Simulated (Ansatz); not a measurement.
# C2H6AlS: the cost of one run

Computed with Ansatz 0.2.0 through its Python package. The levels of theory stand in the script.

### 1 The system

Bond lengths: C1–Al2 2.039 Å, Al2–S3 2.305 Å, S3–C4 1.820 Å, C1–H5 1.153 Å, C1–H6 1.075 Å, C1–H7 1.066 Å, C4–H8 1.144 Å, C4–H9 1.124 Å, C4–H10 1.046 Å. Angles: C1–Al2–S3 120.5°, Al2–C1–H5 105.5°, Al2–C1–H6 107.8°, Al2–C1–H7 108.9°, H5–C1–H6 109.7°, H5–C1–H7 109.7°, H6–C1–H7 114.8°, Al2–S3–C4 91.7°, S3–C4–H8 105.4°, S3–C4–H9 109.8°, S3–C4–H10 112.0°, H8–C4–H9 105.6°, H8–C4–H10 107.3°, H9–C4–H10 116.0°.

The script reads c2h6als.xyz:

```xyz
10

C     1.91380   -1.07910    0.20290
Al    0.48170   -0.11840    1.29180
S    -1.74850   -0.35580    0.75790
C    -1.68060    1.05900   -0.38550
H     1.79390   -0.68920   -0.87600
H     2.87360   -0.78580    0.58930
H     1.72290   -2.12780    0.23020
H    -2.74010    1.16240   -0.80390
H    -1.49070    2.00480    0.19130
H    -1.04280    0.87870   -1.19490
```

### 2 Script

Contents of c2h6als.py:

```python
"""One geometry of C2H6AlS, method by method."""

import ansatz as az

BASIS = "def2-SVP"

geometry = az.Crystal.molecule_from_extxyz("c2h6als.xyz")

setup = (
    geometry.calculation()
    .basis(gaussian=BASIS)
    .spin("collinear", total=1)
)

methods = ["mp2", "ccsd", "ccsd_t"]
reports = [setup.correlation(m).run(threads=1, pin="off").report for m in methods]
print(f"Hartree-Fock reference {reports[0]['reference_energy_ev'] / 27.211386246:.6f} Ha")
best = reports[-1]["free_energy_ev"] - reports[-1]["reference_energy_ev"]
for method, each in zip(methods, reports):
    gained = each["free_energy_ev"] - each["reference_energy_ev"]
    print(f"{method:8s} total {each['free_energy_ev'] / 27.211386246:.6f} Ha  correlation {gained:9.4f} eV  ({100 * gained / best:.1f} % of the last)")
```

### 3 The input behind the calls

The package turns the script's settings into the engine's input (first run):

```yaml
crystal:
  periodic: [false, false, false]
  atoms:
    - { symbol: C, position_ang: [1.9138, -1.0791, 0.2029] }
    - { symbol: Al, position_ang: [0.4817, -0.1184, 1.2918] }
    - { symbol: S, position_ang: [-1.7485, -0.3558, 0.7579] }
    - { symbol: C, position_ang: [-1.6806, 1.059, -0.3855] }
    - { symbol: H, position_ang: [1.7939, -0.6892, -0.876] }
    - { symbol: H, position_ang: [2.8736, -0.7858, 0.5893] }
    - { symbol: H, position_ang: [1.7229, -2.1278, 0.2302] }
    - { symbol: H, position_ang: [-2.7401, 1.1624, -0.8039] }
    - { symbol: H, position_ang: [-1.4907, 2.0048, 0.1913] }
    - { symbol: H, position_ang: [-1.0428, 0.8787, -1.1949] }
basis:
  gaussian:
    orbitals: def2-SVP
magnetization:
  spin_polarized: true
  initial_magnetization: 1.0
correlation:
  method: mp2
```

### 4 Launch

Run with:

```console
> python c2h6als.py
```

**Question.** How long does this script take on 1 thread of Arm Neoverse V1, shared host, and how much memory does it need?

About 89 s, with a peak of 0.68 GiB.
